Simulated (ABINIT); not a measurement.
# GaGe (F-43m) in ABINIT: a series of runs, part 2 of 2

ABINIT 10.8.3 (patched build).

## (3) Single point, PBE

File run.abi:

```
# Pseudopotentials
pp_dirpath "./"
pseudos "Ge.upf, Ga.upf"

# Structure
acell 3*1.0 Angstrom
rprim
     0.0000000000     2.8978440000     2.8978440000
     2.8978440000     0.0000000000     2.8978440000
     2.8978440000     2.8978440000     0.0000000000
ntypat 2
znucl 32 31
natom 2
typat 1 2
xred
     0.0000000000     0.0000000000     0.0000000000
     0.2500000000     0.2500000000     0.2500000000

# Plane-wave basis
ecut 1088.455450 eV

# k points
kptopt 1
ngkpt 6 6 6
nshiftk 1
shiftk 0.0 0.0 0.0

# Exchange and correlation
ixc 11

# Bands and occupations
nband 18
occopt 3
tsmear 0.05 eV

# SCF cycle
nstep 100
tolvrs 1.0e-10

# Output
iomode 3
prtwf 0
prteig 0
prtebands 0
prtvol 2
prtden 1
prtvha 1
prtvclmb 1
prtpot 1
prtelf 1
```

Potentials or basis: PseudoDojo NC SR PBE v0.4.1 standard.

Started as:

```console
$ mpirun --bind-to none -np 4 abinit run.abi > log 2>&1
```

run.abo:

```text
.Version 10.8.3 of ABINIT
 Symmetries : space group F-4 3 m (#216); Bravais cF (face-center cubic)
================================================================================
 Values of the parameters that define the memory need of the present run
     intxc =       0    ionmov =       0      iscf =       7    lmnmax =       6
     lnmax =       6     mgfft =      48  mpssoang =       3    mqgrid =    3001
     natom =       2  nloc_mem =       1    nspden =       1   nspinor =       1
    nsppol =       1      nsym =      24    n1xccc =    2501    ntypat =       2
    occopt =       3   xclevel =       2
       mpw =        3984          nfft =      110592          nkpt =          16
================================================================================
================================================================================

--------------------------------------------------------------------------------
------------- Echo of variables that govern the present computation ------------
--------------------------------------------------------------------------------
 -outvars: echo values of preprocessed input variables --------
            acell      1.8897261259E+00  1.8897261259E+00  1.8897261259E+00 Bohr
              amu      7.26100000E+01  6.97230000E+01
             ecut      4.00000000E+01 Hartree
              ixc          11
         kptrlatt        6    0    0      0    6    0      0    0    6
          kptrlen      4.64665168E+01
            natom           2
            nband          18
            ngfft          48      48      48
             nkpt          16
            nstep         100
             nsym          24
           ntypat           2
           occopt           3
        prtebands           0
           prteig           0
           prtelf           1
           prtpot           1
         prtvclmb           1
           prtvha           1
           prtvol           2
            prtwf           0
            rprim      0.0000000000E+00  2.8978440000E+00  2.8978440000E+00
                       2.8978440000E+00  0.0000000000E+00  2.8978440000E+00
                       2.8978440000E+00  2.8978440000E+00  0.0000000000E+00
          spgroup         216
           tolvrs      1.00000000E-10
           tsmear      1.83746611E-03 Hartree
            typat      1  2
           xangst      0.0000000000E+00  0.0000000000E+00  0.0000000000E+00
                       1.4489220000E+00  1.4489220000E+00  1.4489220000E+00
            xcart      0.0000000000E+00  0.0000000000E+00  0.0000000000E+00
                       2.7380657578E+00  2.7380657578E+00  2.7380657578E+00
             xred      0.0000000000E+00  0.0000000000E+00  0.0000000000E+00
                       2.5000000000E-01  2.5000000000E-01  2.5000000000E-01
            znucl       32.00000   31.00000

================================================================================

 chkinp: Checking input parameters for consistency.

================================================================================
== DATASET  1 ==================================================================

--- !DatasetInfo
iteration_state: {dtset: 1, }
dimensions: {natom: 2, nkpt: 16, mband: 18, nsppol: 1, nspinor: 1, nspden: 1, mpw: 3984, }
cutoff_energies: {ecut:  40.0, pawecutdg:  -1.0, }
electrons: {nelect:   2.70000000E+01, charge:   0.00000000E+00, occopt:   3.00000000E+00, tsmear:   1.83746611E-03, }
meta: {optdriver: 0, ionmov: 0, optcell: 0, iscf: 7, paral_kgb: 0, }
...

 Exchange-correlation functional for the present dataset will be:
  GGA: Perdew-Burke-Ernzerhof functional - ixc=11
  J.P.Perdew, K.Burke, M.Ernzerhof, PRL 77, 3865 (1996)

[... 169 lines left out ...]
       0.250000000000      0.250000000000      0.250000000000
 rms dE/dt=  1.5232E-27; max dE/dt=  2.1541E-27; dE/dt below (all hartree)
    1       0.000000000000      0.000000000000      0.000000000000
    2       0.000000000000      0.000000000000     -0.000000000000

 cartesian coordinates (angstrom) at end:
    1      0.00000000000000     0.00000000000000     0.00000000000000
    2      1.44892200000000     1.44892200000000     1.44892200000000

 cartesian forces (hartree/bohr) at end:
    1     -0.00000000000000    -0.00000000000000     0.00000000000000
    2      0.00000000000000     0.00000000000000    -0.00000000000000
 frms,max,avg= 1.8830896E-28 2.9502344E-28   0.000E+00  0.000E+00  0.000E+00 h/b

 cartesian forces (eV/Angstrom) at end:
    1     -0.00000000000000    -0.00000000000000     0.00000000000000
    2      0.00000000000000     0.00000000000000    -0.00000000000000
 frms,max,avg= 9.6832359E-27 1.5170715E-26   0.000E+00  0.000E+00  0.000E+00 e/A
 length scales=  1.889726125908  1.889726125908  1.889726125908 bohr
              =  1.000000000000  1.000000000000  1.000000000000 angstroms
 Fermi (or HOMO) energy (hartree) =   0.09338   Average Vxc (hartree)=  -0.35413
 Eigenvalues (hartree) for nkpt=  16  k points:
 kpt#   1, nband= 18, wtk=  0.00463, kpt=  0.0000  0.0000  0.0000 (reduced coord)
  -0.78424   -0.78424   -0.78424   -0.78352   -0.78352   -0.42958   -0.42958   -0.42958
  -0.42737   -0.42737   -0.28994    0.15919    0.15919    0.15919    0.17298    0.25760
   0.25760    0.25760
      occupation numbers for kpt#   1
   2.00000    2.00000    2.00000    2.00000    2.00000    2.00000    2.00000    2.00000
   2.00000    2.00000    2.00000    0.00000    0.00000    0.00000    0.00000    0.00000
   0.00000    0.00000
 kpt#   2, nband= 18, wtk=  0.03704, kpt=  0.1667  0.0000  0.0000 (reduced coord)
  -0.78424   -0.78421   -0.78421   -0.78351   -0.78351   -0.42983   -0.42942   -0.42942
  -0.42738   -0.42738   -0.27810    0.05407    0.14180    0.14180    0.20058    0.28069
   0.28069    0.30876
      occupation numbers for kpt#   2
   2.00000    2.00000    2.00000    2.00000    2.00000    2.00000    2.00000    2.00000
   2.00000    2.00000    2.00000    2.00000    0.00000    0.00000    0.00000    0.00000
   0.00000    0.00000
 kpt#   3, nband= 18, wtk=  0.03704, kpt=  0.3333  0.0000  0.0000 (reduced coord)
[... 96 lines left out ...]
  -0.78422   -0.78417   -0.78407   -0.78353   -0.78345   -0.43086   -0.42881   -0.42852
  -0.42760   -0.42733   -0.19153   -0.09951    0.01234    0.05785    0.26850    0.28589
   0.36484    0.38680
      occupation numbers for kpt#  15
   2.00000    2.00000    2.00000    2.00000    2.00000    2.00000    2.00000    2.00000
   2.00000    2.00000    2.00000    2.00000    2.00000    2.00000    0.00000    0.00000
   0.00000    0.00000
 kpt#  16, nband= 18, wtk=  0.05556, kpt= -0.3333  0.5000  0.1667 (reduced coord)
  -0.78428   -0.78412   -0.78404   -0.78355   -0.78343   -0.43109   -0.42858   -0.42836
  -0.42778   -0.42724   -0.17699   -0.11217    0.02527    0.02838    0.25206    0.25636
   0.39039    0.39567
      occupation numbers for kpt#  16
   2.00000    2.00000    2.00000    2.00000    2.00000    2.00000    2.00000    2.00000
   2.00000    2.00000    2.00000    2.00000    2.00000    2.00000    0.00000    0.00000
   0.00000    0.00000
 Total charge density [el/Bohr^3]
)     Maximum=    2.0282E+00  at reduced coord.    0.1042    0.9375    0.9583
)Next maximum=    2.0282E+00  at reduced coord.    0.0000    0.9375    0.9583
)     Minimum=    5.1744E-05  at reduced coord.    0.2500    0.2500    0.2500
)Next minimum=    1.1959E-04  at reduced coord.    0.0000    0.0000    0.0000
   Integrated=    2.7000E+01

--- !EnergyTerms
iteration_state     : {dtset: 1, }
comment             : Components of total free energy in Hartree
kinetic             :  1.29560969044194E+02
hartree             :  5.33633731795163E+01
xc                  : -4.27143885743985E+01
Ewald energy        : -8.97248059392422E+01
psp_core            :  4.57119418922044E+00
local_psp           : -1.35609944375458E+02
non_local_psp       : -8.52290841264350E+01
internal            : -1.65782686602603E+02
'-kT*entropy'       : -5.02351777511598E-04
total_energy        : -1.65783188954380E+02
total_energy_eV     : -4.51119038772810E+03
band_energy         : -1.25356201227456E+01
...

 Cartesian components of stress tensor (hartree/bohr^3)
  sigma(1 1)= -6.65208224E-06  sigma(3 2)=  0.00000000E+00
  sigma(2 2)= -6.65208224E-06  sigma(3 1)=  0.00000000E+00
  sigma(3 3)= -6.65208224E-06  sigma(2 1)=  0.00000000E+00

-Cartesian components of stress tensor (GPa)         [Pressure=  1.9571E-01 GPa]
- sigma(1 1)= -1.95711016E-01  sigma(3 2)=  0.00000000E+00
- sigma(2 2)= -1.95711016E-01  sigma(3 1)=  0.00000000E+00
- sigma(3 3)= -1.95711016E-01  sigma(2 1)=  0.00000000E+00

== END DATASET(S) ==============================================================
================================================================================

 -outvars: echo values of variables after computation  --------
            acell      1.8897261259E+00  1.8897261259E+00  1.8897261259E+00 Bohr
           etotal     -1.6578318895E+02
            fcart     -9.8341145222E-29 -9.8341145222E-29  2.9502343567E-28
                       9.8341145222E-29  9.8341145222E-29 -2.9502343567E-28
            rprim      0.0000000000E+00  2.8978440000E+00  2.8978440000E+00
                       2.8978440000E+00  0.0000000000E+00  2.8978440000E+00
                       2.8978440000E+00  2.8978440000E+00  0.0000000000E+00
           strten     -6.6520822401E-06 -6.6520822401E-06 -6.6520822401E-06
                       0.0000000000E+00  0.0000000000E+00  0.0000000000E+00
           xangst      0.0000000000E+00  0.0000000000E+00  0.0000000000E+00
                       1.4489220000E+00  1.4489220000E+00  1.4489220000E+00
             xred      0.0000000000E+00  0.0000000000E+00  0.0000000000E+00
                       2.5000000000E-01  2.5000000000E-01  2.5000000000E-01
 Calculation completed.
```

It took 13 s on 4 MPI ranks of Intel Xeon Platinum 8488C (Sapphire Rapids), shared host; peak memory 0.36 GiB.

Results:

| Property | Result |
| --- | --- |
| Free energy | -4511.1904 eV |
| Pressure | 0.2 GPa |
| Band gap on the k mesh | none (metal or under the smearing width) |
| Valence electrons inside the program's atomic spheres | Ge 11.52; Ga 10.82 |

Levels at points of the mesh, in eV from the Fermi level:
```csv
k point,band 10,band 11,band 12,band 13,band 14,band 15,band 16,band 17,band 18
"(0.00, 0.00, 0.00)",-14.17,-10.43,1.79,1.79,1.79,2.17,4.47,4.47,4.47
"(0.50, 0.00, 0.00)",-14.17,-8.47,-5.26,0.49,0.49,2.17,5.45,5.45,8.31
"(0.50, 0.50, 0.00)",-14.16,-7.42,-5.71,-1.15,-1.15,2.43,2.54,11.12,11.12
```
